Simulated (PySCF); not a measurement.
**RuHOH: singlet, from a linear start**

Aim: relax RuHOH as a singlet from a linear start, check by its vibrations whether the end is a minimum, and collect its spectrum and constants.

The runs use PySCF 2.14.0; PBE0, basis Ru def2-TZVP with ECP28, H def2-TZVP, O def2-TZVP, scalar-relativistic core potentials, no spin–orbit coupling, density fitting.

### 1 The system as given

4 atoms, charge 0, spin multiplicity 1.

Bond lengths: Ru1–H2 1.570 Å, Ru1–O3 1.880 Å, O3–H4 0.960 Å. Angles: H2–Ru1–O3 180.0°, Ru1–O3–H4 130.0°.

```xyz
4
charge 0 multiplicity 1
Ru    0.0000    0.0000    0.0000
H     0.0000    0.0000    1.5700
O     0.0000    0.0000   -1.8800
H     0.7354    0.0000   -2.4971
```

### 2 The SCF at the typed geometry

The steps below are one call of a driver around PySCF. For each, scf.py gives the equivalent set-up of the SCF; relaxations use the driver's own optimiser. After this first run the driver tries any further starts and a stability analysis.

The input, scf.py:

```python
from pyscf import gto, scf, dft
mol = gto.M(atom='''
Ru     0.000000     0.000000     0.000000
H      0.000000     0.000000     1.570000
O      0.000000     0.000000    -1.880000
H      0.735400     0.000000    -2.497100''',
    basis={'Ru': 'def2-TZVP', 'H': 'def2-TZVP', 'O': 'def2-TZVP'},
    ecp={'Ru': 'def2-TZVP'},
    charge=0, spin=0)
mf = dft.RKS(mol, xc='PBE0')
mf.grids.atom_grid = (50, 194)
aux = {'Ru': 'def2-universal-JKFIT', 'H': 'def2-universal-JKFIT', 'O': 'def2-universal-JKFIT'}
mf = mf.density_fit(auxbasis=aux)
mf.conv_tol = 1e-08
mf.diis_space = 10
mf.max_cycle = 60
mf.init_guess = 'minao'
mf.verbose = 4
mf.kernel()
```

On the command line:

```bash
OMP_NUM_THREADS=2 python axn.py task.json out
```

Log, cut to the lines that bear on the results:

```text
[... the frontier levels of the middle cycles are left out ...]
init E= -163.317057337386
  HOMO = -0.622773591388461  LUMO = -0.614206401271016  gap/eV = 0.23313
cycle= 1 E= -170.530521154564  delta_E= -7.21  |g|= 1.65  |ddm|= 4.12
  HOMO = 0.0588468476966598  LUMO = 0.065472877094343  gap/eV = 0.18030
cycle= 2 E= -163.483349727801  delta_E= 7.05  |g|= 3.85  |ddm|= 8.59
  HOMO = -0.352222846649823  LUMO = -0.302184166811401  gap/eV = 1.36162
cycle= 3 E= -170.260836543566  delta_E= -6.78  |g|= 1.95  |ddm|= 8.56
cycle= 4 E= -170.923952845187  delta_E= -0.663  |g|= 0.844  |ddm|= 0.69
cycle= 5 E= -171.108655706786  delta_E= -0.185  |g|= 0.136  |ddm|= 0.715
cycle= 6 E= -171.112156403402  delta_E= -0.0035  |g|= 0.0733  |ddm|= 0.122
cycle= 7 E= -171.113154103773  delta_E= -0.000998  |g|= 0.0401  |ddm|= 0.0555
cycle= 8 E= -171.113646725687  delta_E= -0.000493  |g|= 0.0131  |ddm|= 0.0527
cycle= 9 E= -171.113774689072  delta_E= -0.000128  |g|= 0.00376  |ddm|= 0.0407
cycle= 10 E= -171.113801656224  delta_E= -2.7e-05  |g|= 0.00176  |ddm|= 0.0148
cycle= 11 E= -171.113830187956  delta_E= -2.85e-05  |g|= 0.00124  |ddm|= 0.0219
cycle= 12 E= -171.11384590355  delta_E= -1.57e-05  |g|= 0.000844  |ddm|= 0.0172
cycle= 13 E= -171.113858614067  delta_E= -1.27e-05  |g|= 0.00031  |ddm|= 0.0264
cycle= 14 E= -171.113859710987  delta_E= -1.1e-06  |g|= 8.2e-05  |ddm|= 0.00985
cycle= 15 E= -171.113859717001  delta_E= -6.01e-09  |g|= 3.75e-05  |ddm|= 0.000367
  HOMO = -0.231016532799112  LUMO = -0.127800726186037  gap/eV = 2.80865
Extra cycle  E= -171.113859717206  delta_E= -2.06e-10  |g|= 4.83e-05  |ddm|= 8.59e-05
converged SCF energy = -171.113859717206
```

This step, with its further starts and checks, needed 9 s of wall time on 2 threads of Arm Neoverse V2, shared host.

The starts that the driver tried:

```
                      start  energy (Eh)
    the minimal-basis guess  -171.113860
a thermally smeared density  -171.113860
      a smeared PBE density  -171.113860
```

The test of internal stability and the other starts found no lower closed-shell solution.

### 3 Relaxation: linear start, singlet

The program finds Cs symmetry in the start, which this walk keeps.

Changes to scf.py since step 2:

```diff
@@ -3,4 +3,4 @@
-Ru     0.000000     0.000000     0.000000
-H      0.000000     0.000000     1.570000
-O      0.000000     0.000000    -1.880000
-H      0.735400     0.000000    -2.497100''',
+Ru    -0.006181     0.000000     0.258557
+H     -0.006181     0.000000     1.828557
+O     -0.006181     0.000000    -1.621443
+H      0.729219     0.000000    -2.238543''',
@@ -17 +16,0 @@
-mf.init_guess = 'minao'
```

Steps of the walk:

```
step  energy (Eh)  change (kJ/mol)  largest symmetric gradient (Eh/bohr)
   0  -171.113860             0.00                               0.03718
   1  -171.118597           -12.44                               0.02010
   2  -171.119685           -15.30                               0.00407
   3  -171.119725           -15.40                               0.00129
   4  -171.119738           -15.43                               0.00031
   5  -171.119739           -15.43                               0.00023
```

The walk took 7.9 s.

Positions (Å) and forces (eV/Å) along the way:

```
step 0
Ru  -0.006   0.000   0.259   0.899   0.000  -1.833
H   -0.006   0.000   1.829  -0.438   0.000   1.912
O   -0.006   0.000  -1.621  -0.703   0.000  -0.120
H    0.729   0.000  -2.239   0.241   0.000   0.041
step 1
Ru   0.048   0.000   0.245   0.368   0.000  -1.034
H   -0.040   0.000   1.875  -0.203   0.000   0.761
O   -0.019   0.000  -1.638  -0.158   0.000   0.183
H    0.722   0.000  -2.255  -0.007   0.000   0.090
step 3
Ru   0.088   0.000   0.226  -0.042   0.000  -0.067
H   -0.066   0.000   1.903   0.012   0.000   0.046
O   -0.022   0.000  -1.637   0.043   0.000   0.048
H    0.711   0.000  -2.264  -0.013   0.000  -0.027
step 5
Ru   0.086   0.000   0.225   0.002   0.000   0.012
H   -0.066   0.000   1.906  -0.001   0.000  -0.003
O   -0.018   0.000  -1.636   0.001   0.000  -0.003
H    0.710   0.000  -2.269  -0.003   0.000  -0.006
```

End point (Cs, 5 steps, 15.4 kJ/mol gained): O–H 0.965 Å, Ru–H 1.688 Å, Ru–O 1.864 Å; H–O–Ru 127.8°, H–Ru–O 171.7°.

### 4 Frequencies

On the finer grid the gradient is checked again; gradients at displacements of ±0.02 bohr then give force constants and infrared intensities.

Changes to scf.py since step 3:

```diff
@@ -3,4 +3,4 @@
-Ru    -0.006181     0.000000     0.258557
-H     -0.006181     0.000000     1.828557
-O     -0.006181     0.000000    -1.621443
-H      0.729219     0.000000    -2.238543''',
+Ru     0.012002     0.000000     0.256540
+H     -0.144138     0.000000     1.936390
+O     -0.091828     0.000000    -1.604798
+H      0.632026     0.000000    -2.242436''',
@@ -11 +11 @@
-mf.grids.atom_grid = (50, 194)
+mf.grids.atom_grid = (75, 302)
@@ -14 +14 @@
-mf.conv_tol = 1e-08
+mf.conv_tol = 1e-10
```

This SCF starts from the last density.

Log of the central SCF (cycles and frontier levels):

```text
init E= -171.119726315295
  HOMO = -0.234914524588887  LUMO = -0.129361364195843  gap/eV = 2.87225
cycle= 1 E= -171.119726315295  delta_E= 3.98e-13  |g|= 2.14e-06  |ddm|= 3.84e-06
  HOMO = -0.234915223409055  LUMO = -0.129361811533569  gap/eV = 2.87225
Extra cycle  E= -171.119726315291  delta_E= 3.18e-12  |g|= 5.25e-06  |ddm|= 4.48e-06
converged SCF energy = -171.119726315291
```

The whole step took 48 s.

Geometry: Cs; O–H 0.965 Å, Ru–H 1.687 Å, Ru–O 1.864 Å; H–O–Ru 128.2°, H–Ru–O 171.5°.

Modes, for the most abundant isotopes:

```csv
symmetry,ω (cm⁻¹),IR (km/mol),μ (u)
a'',790i,132,1.05
a',475,16.3,1.05
a',652,236,9.88
a',845,72.5,1.16
a',1871,523,1.02
a',3787,67.7,1.07
```

1 mode is imaginary, the largest at 790i cm⁻¹: a saddle point, not a minimum.

Constants and moments:

```yaml
Dipole_moment: 2.44 D
Highest_occupied_level: -6.39 eV
Lowest_empty_level: -3.52 eV
Rotational_constants: 30.31, 0.297, 0.2941 cm⁻¹
Zero-point_energy_real_modes: 45.6 kJ/mol
Principal_polarisabilities: 23.5, 33.5, 61.5 bohr³
Atomisation_energy_without_zero-point_energy: 800 kJ/mol
Principal_traceless_quadrupole_moments_about_the_centre_of_mass: -5.92, 0.37, 5.55 D Å
```

Charges (e) and bond orders:

```csv
atom,Mulliken,Löwdin,polar tensor,Mayer order to Ru1
Ru1,0.53,0.29,1.14,–
H2,-0.16,-0.14,-0.47,0.91
O3,-0.70,-0.31,-0.90,0.98
H4,0.33,0.15,0.24,0.01
```

Outer orbital energies (eV). occupied: -27.53, -14.45, -10.79, -10.00, -7.76, -6.61, -6.47, -6.39; empty: -3.52, -3.44, 0.18, 0.33.

Mulliken populations on Ru1 (outside its core potential): s 2.36, p 6.22, d 6.88, f 0.01.

### 5 Following the imaginary mode

The start is the last point, displaced along its most imaginary mode.

The program finds C1 symmetry in the start. The walk stops when the largest gradient is under 0.0003 Eh/bohr and the energy has settled too.

Changes to scf.py since step 4:

```diff
@@ -3,4 +3,4 @@
-Ru     0.012002     0.000000     0.256540
-H     -0.144138     0.000000     1.936390
-O     -0.091828     0.000000    -1.604798
-H      0.632026     0.000000    -2.242436''',
+Ru     0.009951    -0.002124     0.255160
+H     -0.146189     0.120000     1.935010
+O     -0.093879     0.003484    -1.606178
+H      0.629974     0.039479    -2.243816''',
@@ -11 +11 @@
-mf.grids.atom_grid = (75, 302)
+mf.grids.atom_grid = (50, 194)
@@ -14 +14 @@
-mf.conv_tol = 1e-10
+mf.conv_tol = 1e-08
```

Steps of the walk:

```
step  energy (Eh)  change (kJ/mol)  largest gradient (Eh/bohr)
   0  -171.120422             0.00                     0.00919
   1  -171.121911            -3.91                     0.01546
   2  -171.125734           -13.95                     0.02129
   3  -171.132288           -31.16                     0.01975
   4  -171.138877           -48.45                     0.02200
   5  -171.148223           -72.99                     0.02908
   6  -171.152411           -83.99                     0.02034
   7  -171.155344           -91.69                     0.00930
   8  -171.156051           -93.54                     0.01611
   9  -171.156517           -94.77                     0.00372
  10  -171.156740           -95.35                     0.00296
  11  -171.156912           -95.80                     0.00458
  12  -171.157081           -96.25                     0.00289
  13  -171.158522          -100.03                     0.03838
  14  -171.160162          -104.34                     0.00637
  15  -171.164021          -114.47                     0.00926
  16  -171.164244          -115.06                     0.01817
  17  -171.164817          -116.56                     0.00341
  18  -171.164918          -116.82                     0.00284
  19  -171.165050          -117.17                     0.00134
  20  -171.165078          -117.24                     0.00078
  21  -171.165083          -117.26                     0.00057
  22  -171.165088          -117.27                     0.00017
  23  -171.165088          -117.27                     0.00006
```

The walk took 37 s.

Positions (Å) and forces (eV/Å) along the way:

```
step 0
Ru   0.010  -0.002   0.255   0.025  -0.472   0.047
H   -0.146   0.120   1.935  -0.006   0.261  -0.094
O   -0.094   0.003  -1.606   0.001   0.127   0.012
H    0.630   0.039  -2.244  -0.020   0.085   0.035
step 1
Ru   0.011  -0.046   0.256  -0.017  -0.795   0.060
H   -0.146   0.144   1.927   0.021   0.441  -0.150
O   -0.095   0.015  -1.604  -0.011   0.201   0.056
H    0.630   0.047  -2.239   0.006   0.154   0.033
step 12
Ru  -0.255  -0.628   0.264  -0.020   0.030  -0.056
H    0.106   0.465   1.339   0.012  -0.012  -0.055
O   -0.137  -0.031  -1.466   0.148   0.012   0.052
H    0.686   0.354  -1.797  -0.140  -0.029   0.058
step 23
Ru  -0.469  -0.658   0.263  -0.002  -0.002   0.001
H    0.289   0.486   0.989   0.000  -0.002   0.000
O    0.005  -0.223  -1.420  -0.001   0.000   0.000
H    0.574   0.556  -1.491   0.003   0.004   0.000
```

End point (Cs, 23 steps, 117.3 kJ/mol gained): O–H 0.967 Å, Ru–H 1.553 Å, Ru–O 1.802 Å; H–O–Ru 114.7°, H–Ru–O 97.5°.

### 6 Hessian and properties

The same treatment as at the point before.

Changes to scf.py since step 5:

```diff
@@ -3,4 +3,4 @@
-Ru     0.009951    -0.002124     0.255160
-H     -0.146189     0.120000     1.935010
-O     -0.093879     0.003484    -1.606178
-H      0.629974     0.039479    -2.243816''',
+Ru    -0.078356    -0.077888     0.233126
+H      0.678972     1.066361     0.959512
+O      0.395678     0.357512    -1.449774
+H      0.964441     1.135893    -1.520539''',
@@ -11 +11 @@
-mf.grids.atom_grid = (50, 194)
+mf.grids.atom_grid = (75, 302)
@@ -14 +14 @@
-mf.conv_tol = 1e-08
+mf.conv_tol = 1e-10
```

SCF at the final geometry:

```text
init E= -171.165083780553
  HOMO = -0.212469995576483  LUMO = -0.110703863270857  gap/eV = 2.76920
cycle= 1 E= -171.165083780553  delta_E= -5.68e-13  |g|= 4.56e-06  |ddm|= 6.08e-06
  HOMO = -0.212468640551332  LUMO = -0.110702534295552  gap/eV = 2.76920
Extra cycle  E= -171.165083780532  delta_E= 2.16e-11  |g|= 1.19e-05  |ddm|= 1.04e-05
converged SCF energy = -171.165083780532
```

The whole step needed 41 s of wall time on 2 threads of Arm Neoverse V2, shared host.

Geometry: Cs; O–H 0.967 Å, Ru–H 1.553 Å, Ru–O 1.802 Å; H–O–Ru 114.7°, H–Ru–O 97.5°.

Harmonic modes (main isotopes):

```json
{"symmetry": "a''", "ω (cm⁻¹)": "601", "IR (km/mol)": "219", "μ (u)": "1.09"}
{"symmetry": "a'", "ω (cm⁻¹)": "612", "IR (km/mol)": "86.5", "μ (u)": "1.02"}
{"symmetry": "a'", "ω (cm⁻¹)": "709", "IR (km/mol)": "132", "μ (u)": "11.30"}
{"symmetry": "a'", "ω (cm⁻¹)": "870", "IR (km/mol)": "55.5", "μ (u)": "1.14"}
{"symmetry": "a'", "ω (cm⁻¹)": "2142", "IR (km/mol)": "111", "μ (u)": "1.02"}
{"symmetry": "a'", "ω (cm⁻¹)": "3778", "IR (km/mol)": "88.5", "μ (u)": "1.07"}
```

All wavenumbers are real: a minimum.

Properties at this point:

```
Dipole moment                                                   : 1.40 D
Highest occupied level                                          : -5.78 eV
Lowest empty level                                              : -3.01 eV
Rotational constants                                            : 5.449, 0.3443, 0.3238 cm⁻¹
Zero-point energy                                               : 52.1 kJ/mol
Principal polarisabilities                                      : 44.0, 45.1, 52.0 bohr³
Atomisation energy without zero-point energy                    : 919 kJ/mol
Principal traceless quadrupole moments about the centre of mass : -5.12, -3.69, 8.81 D Å
Entropy at 298.15 K and 1 bar                                   : 259.9 J/(mol K)
Heat capacity Cp at 298.15 K                                    : 47.5 J/(mol K)
Enthalpy at 298.15 K above 0 K                                  : 11.18 kJ/mol
Rotational symmetry number                                      : 1
```

Charges (e) and bond orders:

| atom | Mulliken | Löwdin | polar tensor | Mayer order to Ru1 |
| --- | --- | --- | --- | --- |
| Ru1 | 0.34 | 0.12 | 0.88 | – |
| H2 | -0.04 | -0.04 | -0.27 | 0.98 |
| O3 | -0.66 | -0.25 | -0.89 | 1.24 |
| H4 | 0.36 | 0.17 | 0.28 | 0.00 |

Outer orbital energies (eV). occupied: -27.74, -14.30, -10.93, -10.19, -9.06, -6.36, -6.13, -5.78; empty: -3.01, -1.87, -0.83, 0.41.

Mulliken populations on Ru1 (outside its core potential): s 2.63, p 6.12, d 6.90, f 0.01.

### 7 Would spin polarisation lower it?

At the lowest minimum the closed shell is tested against spin polarisation, on the (50, 194) grid. It is unstable: an open-shell solution lies lower. That solution was not followed to a minimum here.

### 8 All stationary points

| spin | group | bonds | imaginary modes (cm⁻¹) | ΔE (kJ/mol) | with zero-point energy |
| --- | --- | --- | --- | --- | --- |
| singlet | Cs | O–H 0.967 Å, Ru–H 1.553 Å, Ru–O 1.802 Å | none | 0.0 | 0.0 |
| singlet | Cs | O–H 0.965 Å, Ru–H 1.687 Å, Ru–O 1.864 Å | 790i | 119.1 | – |

### 9 Summary of results

| quantity | value |
| --- | --- |
| minimum | singlet, Cs (closed shell, unstable towards spin polarisation) |
| geometry | O–H 0.967 Å, Ru–H 1.553 Å, Ru–O 1.802 Å; H–O–Ru 114.7°, H–Ru–O 97.5° |
| wavenumbers (cm⁻¹) | 601 (a''), 612 (a'), 709 (a'), 870 (a'), 2142 (a'), 3778 (a') |
| dipole moment | 1.40 D |
| highest occupied, lowest empty level | -5.78, -3.01 eV |
| polar-tensor charge of Ru1 | +0.88 e |
| zero-point energy | 52.1 kJ/mol |

What this shows: From Cs at the start the molecule goes to a Cs minimum, after a stop at a saddle point 119.1 kJ/mol higher, from which it was pushed off along an imaginary mode. The strongest infrared band lies at 601 cm⁻¹ (a''). Other starts or spin states, not run here, may lie lower. Spin polarisation would lower this closed shell, so its numbers describe a constrained state.

The search up to here took 2.4 min.
